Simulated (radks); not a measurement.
# Ionisation of Mo: one atom, several choices of relativity

The task here is to estimate one member of a computed series from the others.

The numbers are computed with radks (a radial shooting solver on a logarithmic mesh, Libxc functionals) version 1 (Kohn-Sham, LDA (Slater exchange, Perdew-Wang correlation), spin-unpolarised, spherical densities), except any that are marked as measured or tabulated.

### The system

* element: molybdenum (Z = 42)
* charge: 0
* electrons: 42
* configuration: [Kr] 4d5 5s1
* ion: Mo⁺, [Kr] 4d5
* choices: non-relativistic; scalar-relativistic; Dirac, 2j+1 shares; Dirac, low j first; scalar-relativistic, finite nucleus; Dirac, 2j+1 shares, finite nucleus; Dirac, c × 2; Dirac, c × 10; Dirac, c × 100

Set-up of the first run:

The run's settings:

```text
Z 42
configuration [Kr] 4d5 5s1 5p0 6s0
relativity non-relativistic
functional lda,pw
spin unpolarised
nucleus point
```

Steps of the session up to this table: non-relativistic: Mo.

One table of the session follows, with a row left open; its other results are not shown here.

It belongs to the step «non-relativistic: Mo». Radial density 4πr²ρ:

| r (bohr) | 4πr²ρ (e/bohr) |
| --- | --- |
| 0.00120 | 0.8386 |
| 0.00203 | 2.248 |
| 0.00344 | 5.741 |
| 0.00583 | 13.51 |
| 0.00989 | 27.67 |
| 0.0168 | 45.08 |
| 0.0287 | 51.75 |
| 0.0486 | 44.56 |
| 0.0824 | 56.67 |
| 0.140 | ? |
| 0.237 | 41.55 |
| 0.402 | 46.36 |
| 0.681 | 14.04 |
| 1.15 | 11.07 |
| 1.96 | 3.728 |
| 3.32 | 0.8748 |
| 5.67 | 0.1187 |

Estimate the missing values for r (bohr) = 0.140.

Worked estimate for «4πr²ρ (e/bohr)». A straight line through the neighbours (0.0824, 56.67) and (0.237, 41.55) gives 56.67 + (41.55 − 56.67) × (0.140 − 0.0824) / (0.237 − 0.0824) = 51.04; a parabola fitted to 4 rows on both sides gives 46.44.

As computed: 4πr²ρ (e/bohr): 59.74. In «4πr²ρ (e/bohr)» the line misses by -8.70 and the parabola by -13.30. Between these rows the values bend or scatter more than so simple an estimate can follow.

To keep in mind: Spin polarisation and multiplet splitting of open shells are left out at every level.
